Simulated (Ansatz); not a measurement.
# ReP2: the cost of one run

Method: DFT PBE, scalar-relativistic, plane waves, PAW, in Ansatz 0.2.0.

3 further runs of the same task are left out: 2 that didn't finish, 1 set aside as unsound or not needed.

## 1. The structure to begin with

It takes space group P4/mmm (No. 123, tetragonal). The conventional cell has a = 4.154 Å, b = 4.154 Å, c = 2.938 Å, α = 90.00°, β = 90.00°, γ = 90.00°. Re (site symmetry 4/mmm) has 8 P at 2.54 Å as nearest neighbours. P (site symmetry mmm) is surrounded by 4 Re at 2.54 Å.

Structure file:

```xyz
3
Lattice="4.1543 0.0000 0.0000 0.0000 4.1543 0.0000 0.0000 0.0000 2.9376" Properties=species:S:1:pos:R:3 pbc="T T T"
Re    0.0000    0.0000    0.0000
P     2.0772    0.0000    1.4688
P     0.0000    2.0772    1.4688
```

A structure generator made this guess: ordered vacancies on the cation sites of caesium chloride (P4/mmm, No. 123). The dimensions are guesses.

## 2. A first look at the guess

Input file input.yaml:

```yaml
crystal:
  lattice:
    - [4.1543346, 0.0, 0.0]
    - [0.0, 4.1543346, 0.0]
    - [0.0, 0.0, 2.93755817]
  atoms:
    - { symbol: Re, position: [0.0, 0.0, 0.0] }
    - { symbol: P, position: [0.5, 0.0, 0.5] }
    - { symbol: P, position: [0.0, 0.5, 0.5] }
basis:
  ecutwfc: 420
kpoints:
  mp_grid: { grid: [4, 4, 6] }
hamiltonian:
  xc: pbe
scf:
  occupations: { method: gaussian, width: 0.1 }
  lower_state_search: "off"
output:
  forces: true
  stress: true
  eigenvalues: true
```

Run with:

```console
$ ansatz run input.yaml --threads 1 --pin off --max-ram 2048MiB --backend cpu --events-out ev --progress --plain --runs-dir out
```

**Question.** How long does this run take on 1 thread of Arm Neoverse V2, shared host, and how much memory does it need?

About 1.1 s, with a peak of 0.29 GiB.
